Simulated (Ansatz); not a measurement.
**AuCl: basis-set convergence**

An exercise on one series of results from a longer session: the logs are not shown, and one member is left open.

The runs use Ansatz 0.2.0, Gaussian basis; one geometry, several basis sets.

Levels to be run: PBE0-D4/def2-SVP; ωB97M-V/def2-SVP; PBE0-D4/def2-QZVPP; ωB97M-V/def2-QZVPP; the functionals' def2-TZVPP values are taken from earlier runs.

## Structure used throughout

All runs share one geometry, relaxed beforehand with PBE0-D4 in a triple-zeta def2 set. Au takes the def2 core potential; no spin-orbit term is included.

SMILES `[Cl][Au]`, 2 atoms, charge 0, spin multiplicity 1.

Atoms are counted from 1 here; the program's logs count them from 0.

Bond lengths: Cl1–Au2 2.225 Å.

Set-up of the first run:

File in.yaml:

```yaml
crystal:
  periodic: [false, false, false]
  atoms:
    - {symbol: Cl, position_ang: [0.961703, -0.368726, 0.477770]}
    - {symbol: Au, position_ang: [-0.932203, 0.308526, -0.473670]}
basis:
  gaussian: {orbitals: def2-SVP}
hamiltonian: {xc: pbe0, dispersion: d4}
output: {orbitals: {seedname: orbitals}}
```

The run is started by

```sh
$ ansatz run in.yaml --threads 2 --pin off --events-out ev --progress --plain --max-ram 32768MiB --backend cpu
```

Among the steps run: PBE0-D4 in def2-SVP; ωB97M-V in def2-SVP; PBE0-D4 in def2-QZVPP; ωB97M-V in def2-QZVPP.

One of the session's tables, all rows but one given; the rest of the session is left out.

It belongs to the step «Functionals by basis». 

| functional | basis | HOMO (eV) | LUMO (eV) |
| --- | --- | --- | --- |
| PBE0-D4 | def2-SVP | -7.90 | -3.68 |
| PBE0-D4 | def2-TZVPP | -8.00 | -3.78 |
| PBE0-D4 | def2-QZVPP | -8.03 | -3.78 |
| ωB97M-V | def2-SVP | -10.03 | -1.74 |
| ωB97M-V | def2-TZVPP | -10.18 | -1.88 |
| ωB97M-V | def2-QZVPP | ? | ? |

**Question.** Estimate the row for ωB97M-V, def2-QZVPP.

The run gave: HOMO (eV): -10.22; LUMO (eV): -1.89. In the column «HOMO (eV)» it is the lowest.
